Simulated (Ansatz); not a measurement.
**Te2 (-2): geometry and frequencies at several levels**

The task here is to estimate one member of a computed series from the others.

Method: the levels named in each step, in Ansatz 0.2.0.

## The starting structure

Bond lengths: Te1–Te2 2.893 Å.

Coordinates:

```xyz
2

Te    0.0000    0.0000    0.0000
Te    0.0000    0.0000    2.8935
```

Set-up of the first run:

File input.yaml:

```yaml
crystal:
  periodic: [false, false, false]
  atoms:
    - { symbol: Te, position_ang: [0.0, 0.0, 0.00816884] }
    - { symbol: Te, position_ang: [0.0, 0.0, 2.88528116] }
total_charge: -2
basis:
  gaussian: { orbitals: def2-SVPD }
hamiltonian:
  xc: hf
relax:
  f_tol: 0.002
  max_steps: 150
```

On the command line:

```console
> ansatz run input.yaml --threads 1 --pin off --max-ram 2560MiB --backend cpu --events-out ev --progress --plain --runs-dir out
```

Among the steps run: Relaxation, HF/def2-SVPD; Frequencies, HF/def2-SVPD; Relaxation, LDA/def2-SVPD; Frequencies, LDA/def2-SVPD; Relaxation, PBE-D4/def2-SVPD; Frequencies, PBE-D4/def2-SVPD; Relaxation, MP2/def2-TZVPPD; Frequencies, MP2/def2-TZVPPD.

One of the session's tables, all rows but one given; the rest of the session is left out.

| level | Te1–Te2 (Å) | rotational constants (MHz) | highest frequency (cm⁻¹) |
| --- | --- | --- | --- |
| HF/def2-SVPD | 2.8507 | 957.42 | 172 |
| LDA/def2-SVPD | 2.8188 | 979.23 | 166 |
| PBE-D4/def2-SVPD | 2.8724 | 943.04 | 154 |
| PBE0-D4/def2-TZVPPD | 2.8017 | 991.24 | - |
| MP2/def2-TZVPPD | ? | ? | ? |

Estimate the missing values for MP2/def2-TZVPPD.

**Answer.** Te1–Te2 (Å): 2.7867; rotational constants (MHz): 1001.9; highest frequency (cm⁻¹): 173. In the column «Te1–Te2 (Å)» it is the lowest.

Limits of these values: A small anion of this charge may not be bound in the gas phase; the finite basis can hold electrons that would leave.
